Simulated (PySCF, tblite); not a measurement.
**C3H8N2SSi: geometry, infrared bands and NMR shifts**

Wanted: the infrared bands and NMR shifts of C3H8N2SSi (`CSC[Si@H](N)C#N`), by calculation.

The runs use tblite 0.8.0 and PySCF 2.14.0, with density-fitted response routines of our own; the level of theory stands in each step. All values are computed, except where a source is named. Atoms count from 0, in the outputs and in this text.

**1. The molecule as given**

15 atoms, charge 0, multiplicity 1; geometry from: force field or distance geometry start.

Bonds of the start (Å): C0–S1 1.79, S1–C2 1.83, C2–Si3 1.86, Si3–N4 1.74, Si3–C5 1.88, C5–N6 1.17, C0–H7 1.10, C0–H8 1.09, C0–H9 1.10, C2–H10 1.09, C2–H11 1.10, Si3–H12 1.47, N4–H13 1.02, N4–H14 1.01.

**2. Geometry optimisation with GFN2-xTB**

What the job is given:

```
{"job": {"kind": "relax", "xc": "GFN2-xTB", "basis": "xTB"}, "charge": 0, "multiplicity": 1}
C     -2.928800    -0.161400    -0.035300
S     -1.341200    -0.988500    -0.167400
C     -0.250900     0.478900    -0.171100
Si     1.532300    -0.042800    -0.243400
N      1.923900    -1.069800     1.100700
C      2.652600     1.461700    -0.352800
N      3.340000     2.402700    -0.437400
H     -2.983900     0.433900     0.889900
H     -3.088900     0.489800    -0.896800
H     -3.737500    -0.908800    -0.010500
H     -0.450900     1.073200     0.724500
H     -0.506800     1.086200    -1.050100
H      1.754100    -0.922400    -1.402200
H      1.254500    -1.833300     1.105600
H      2.827100    -1.491400     0.924400
```

Command:

```console
OMP_NUM_THREADS=1 python probes_run.py task.json out
```

The driver reads the jobs from task.json and runs them one after another.

**Question.** This job is followed by: GFN2-xTB harmonic vibrations, gas phase; GIAO PBE0/pcSseg-1 NMR shielding, non-relativistic, gas phase. What will the session give for the following? strongest single infrared mode (GFN2-xTB); zero-point energy (GFN2-xTB); 13C shifts against TMS (PBE0/pcSseg-1); 1H shifts against TMS (PBE0/pcSseg-1, means over atoms taken as alike); 33S shifts against CS2 (PBE0/pcSseg-1); 29Si shifts against TMS (PBE0/pcSseg-1); 15N shifts against NH3 (PBE0/pcSseg-1); surface potential, 1st and 99th percentile.

**Answer**, as computed:

| quantity | value |
| --- | --- |
| strongest single infrared mode (GFN2-xTB) | 2212 cm⁻¹, 262 km/mol |
| zero-point energy (GFN2-xTB) | 67.2 kcal/mol |
| 13C shifts against TMS (PBE0/pcSseg-1) | 125.8, 26.4, 24.9 ppm |
| 1H shifts against TMS (PBE0/pcSseg-1, means over atoms taken as alike) | 5.10, 2.22, 2.19, 1.74, 0.77 ppm |
| 33S shifts against CS2 (PBE0/pcSseg-1) | -83 ppm |
| 29Si shifts against TMS (PBE0/pcSseg-1) | -47.9 ppm |
| 15N shifts against NH3 (PBE0/pcSseg-1) | 356.4, 13.0 ppm |
| surface potential, 1st and 99th percentile | -1.75 V and 1.75 V |

In words: The optimisation took 47 steps and gained 0.342 eV; among the close pairs (by a distance rule), C2–Si3 changed most, from 1.859 to 1.901 Å. No mode is imaginary among the 39: a minimum at this level. The strongest single mode, at 2212 cm⁻¹, moves mainly H12. GFN2-xTB is a fitted tight-binding method: band positions and strengths are rough. Its intensities can rank the bands wrongly. C5 (nitrile carbon) lies farthest downfield among carbon, at 125.8 ppm; this is the usual window of a C≡N carbon, which has no attached hydrogen. At PBE0/pcSseg-1: The largest span, 592 ppm, is at N6, where the paramagnetic term is -426 ppm. At PBE0/pcSseg-1, counted by nearest atom on the grid, the HOMO lies on S1 79 %, the LUMO on N6 24 %; C5 24 %.
